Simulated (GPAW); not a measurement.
**RuAu in GPAW: convergence with plane-wave cutoff (eV)**

Crystal: RuAu.

```
Ru Au
1.0
     3.16481    0.00000    0.00000
     0.00000    3.16481    0.00000
     0.00000    0.00000    3.16481
Ru Au
1 1
Direct
  0.00000 0.00000 0.00000
  0.50000 0.50000 0.50000
```

The cell was built by a generator and needn't be a form met in nature.

```yaml
Program: GPAW 26.7.0
Task: convergence study
Functional: PBEsol
Potentials_or_basis: PAW data sets generated in the run's folder for this functional
Cutoff: 200 eV
Basis: pw
k_mesh: 8 × 8 × 8
Occupations: fermi-dirac, width 0.05 eV
Spin: no spin polarisation
```

These are the settings of the first run; the series varies plane-wave cutoff (eV), with any setting tied to it.

Hardware: 1 thread of Arm Neoverse V1, with other jobs on the host.

```tsv
plane-wave cutoff (eV)	energy less the tightest run, at zero smearing (meV/atom)	pressure (GPa)	SCF cycles	CPU time (s)	peak memory (GiB)
200	666.10	-10.19	10	14	0.13
250	467.90	-15.51	10	14	0.13
300	247.13	-13.67	10	16	0.13
350	130.92	-10.47	10	16	0.14
400	73.44	-8.97	10	18	0.14
500	22.43	-7.50	10	25	0.15
600	12.73	-6.88	10	27	0.15
800	2.54	-6.94	10	36	0.17
1000	0.00	-6.76	10	44	0.2
```

Not settled before the last step: the energy (to 1 meV/atom), the pressure (to 0.1 GPa). The tightest run that finished is the yardstick and may itself not be fully converged.

Caveat, for the tightest run too: with this Au data set, volumes or pressures lay over 1.5 % or 2 GPa off other programs in two to four cells of ten. Spin-orbit coupling is left out, which matters for the levels of Au.
